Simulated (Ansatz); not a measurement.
# LiSb3: the cost of one run

Program: Ansatz 0.2.0 through its Python package. Level of theory: DFT LDA, plane waves, PAW. These are calculated values, not measurements.

## Step 1: The system

It takes space group Pm-3m (No. 221, cubic). Conventional cell: a = 4.681 Å, b = 4.681 Å, c = 4.681 Å, α = 90.00°, β = 90.00°, γ = 90.00°. Li (site symmetry m-3m) has 12 Sb at 3.31 Å as nearest neighbours. Sb (site symmetry 4/mmm) is surrounded by 4 Li at 3.31 Å and 8 Sb at 3.31 Å.

The script holds or builds the structure itself.

## Step 2: Script

run_vcrelax.py

```python
# -*- coding: utf-8 -*-
import warnings

import ansatz as az
from ase import Atoms
from ase.io import write
from ase.neighborlist import neighbor_list
import numpy as np

def edges_and_angles(cell):
    cell = np.asarray(cell)
    a, b, c = np.linalg.norm(cell, axis=1)
    cosines = cell[1] @ cell[2] / (b * c), cell[0] @ cell[2] / (a * c), cell[0] @ cell[1] / (a * b)
    return (a, b, c, *np.degrees(np.arccos(cosines)))

warnings.simplefilter("ignore", az.DeckWarning)

lattice = az.Lattice.of(
    [4.681021, 0.0, 0.0],
    [0.0, 4.681021, 0.0],
    [0.0, 0.0, 4.681021],
)
sites = [
    ("Li", [0.0, 0.0, 0.0]),
    ("Sb", [0.5, 0.0, 0.5]),
    ("Sb", [0.0, 0.5, 0.5]),
    ("Sb", [0.5, 0.5, 0.0]),
]
cell = az.Crystal(lattice=lattice)
for symbol, position in sites:
    cell = cell.atom(symbol, position)

calc = (
    cell.calculation()
    .functional("LDA")
    .kpoints(4, 4, 4)
    .occupations("cold", width=50 * az.meV)
    .relax(force_tolerance=0.01, max_steps=60, fix_cell=["c", "angles"])
)
steps = []


def follow(event):
    if event["event"] != "relax_step":
        return
    row = event["data"]
    steps.append(row)
    print(f"step {row['step']:3d}  E = {row['lagrangian_ev']:.5f} eV  largest force component = {row['allowed_force_max_ev_ang']:.4f} eV/A  P = {row['pressure_gpa']:.3f} GPa")


done = calc.session().plan(threads=1).execute(on_event=follow)
summary = done.report

first, last = steps[0], steps[-1]
symbols = [site.symbol for site in done.lattice.sites]
print(f"energy gained {first['lagrangian_ev'] - last['lagrangian_ev']:.4f} eV in {len(steps) - 1} steps")
for label, vectors in (("before", first["cell_ang"]), ("after", done.lattice.cell_ang)):
    print(label, "a b c (A) {:.4f} {:.4f} {:.4f}  angles {:.2f} {:.2f} {:.2f}".format(*edges_and_angles(vectors)), f" V = {abs(np.linalg.det(vectors)):.3f} A^3")
print("final stress xx yy zz (GPa, compression positive):", np.round(np.diag(summary["stress_gpa"]), 3) + 0.0)

final = Atoms(symbols, positions=last["positions_ang"], cell=done.lattice.cell_ang, pbc=True)
i, j, d = neighbor_list("ijd", final, 4.5)
print("neighbours within 1.1 times the shortest distance of each atom (A)")
for atom in range(len(final)):
    near = [m for m in np.argsort(d) if i[m] == atom]
    shell = [m for m in near if d[m] < 1.1 * d[near[0]]]
    print(f"{symbols[atom]}{atom} ({len(shell)}):", ", ".join(f"{symbols[j[m]]} {d[m]:.3f}" for m in shell))

relaxed = Atoms(symbols, positions=[site.position_ang for site in done.lattice.sites], cell=done.lattice.cell_ang, pbc=True)
write("relaxed.extxyz", relaxed, format="extxyz")

change = np.array(last["positions_ang"]) @ np.linalg.inv(last["cell_ang"]) - np.array(first["positions_ang"]) @ np.linalg.inv(first["cell_ang"])
moved = np.linalg.norm(change @ np.array(last["cell_ang"]), axis=1)
print("displacement within the cell, strain taken out (A):", " ".join(f"{s}:{d:.3f}" for s, d in zip(symbols, moved)))

print("%-22s %14.5f eV" % ("F = E - TS", summary["free_energy_ev"]))
print("%-22s %14.5f eV" % ("E", summary["internal_energy_ev"]))
print("%-22s %14.5f eV" % ("Harris-Foulkes", summary["harris_foulkes_ev"]))
print("%-22s %14.5f eV" % ("Fermi level", summary["fermi_energy_ev"]))
```

## Step 3: The run

Launch:

```bash
$ python run_vcrelax.py
```

**Question.** How long does this script take on 1 thread of Arm Neoverse V1, shared host, and how much memory does it need?

About 13 s, with a peak of 0.47 GiB.
